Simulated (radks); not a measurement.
# Yb³⁺ in [Xe] 4f13: an all-electron calculation

Aim: the levels, the sizes of the orbitals and the parts of the energy of the ytterbium ion Yb3+.

Method: scalar-relativistic Kohn-Sham, r2SCAN, spin-unpolarised, spherical densities, finite nucleus. Code: radks (a radial shooting solver on a logarithmic mesh, Libxc functionals) version 1.

## Step 1: The system

| Property | Result |
| --- | --- |
| element | ytterbium (Z = 70) |
| charge | +3 |
| electrons | 67 |
| configuration | [Xe] 4f13 |
| nuclear rms radius | 5.3108 fm |

The outer shells:

Yb³⁺
```
[Xe] core
4f [↑↓][↑↓][↑↓][↑↓][↑↓][↑↓][↑ ]
```

## Step 2: The calculation

Input:

```text
Z 70
configuration [Xe] 4f13
relativity scalar-relativistic
functional r2scan,r2scan
spin unpolarised
nucleus finite rms 5.3108 fm
c 137.035999084
```

Started as:

```
$ python run_ks.py task.json out
```

This one command runs every case of the session in turn.

What does the calculation give?

As calculated:

```
                        quantity                 value
                    total energy   -14057.9557 hartree
exchange-correlation share of it                2.08 %
                            −T/E                1.0896
          highest occupied level        4f, -35.896 eV
    most extended occupied level   5p, <r> = 1.39 bohr
 radius at density 0.001 e/bohr³             3.06 bohr
    maxima of the radial density                     4
         ionisation energy, NIST  43.61 (semi-emp.) eV
```

**Reading.** 5 principal shells are occupied and 4 maxima appear in the radial density; where shells overlap, one shows as a shoulder or not at all. −T/E is 1.090: with relativity the kinetic term as defined here no longer equals −E. Minus the highest eigenvalue, 35.896 eV, is 82 % of the tabulated ionisation energy (43.61 eV); the potential of a semilocal functional falls off too fast, so its top eigenvalue is too shallow. Spin polarisation and multiplet splitting are left out. Spin-orbit splitting is averaged out at the scalar-relativistic level.
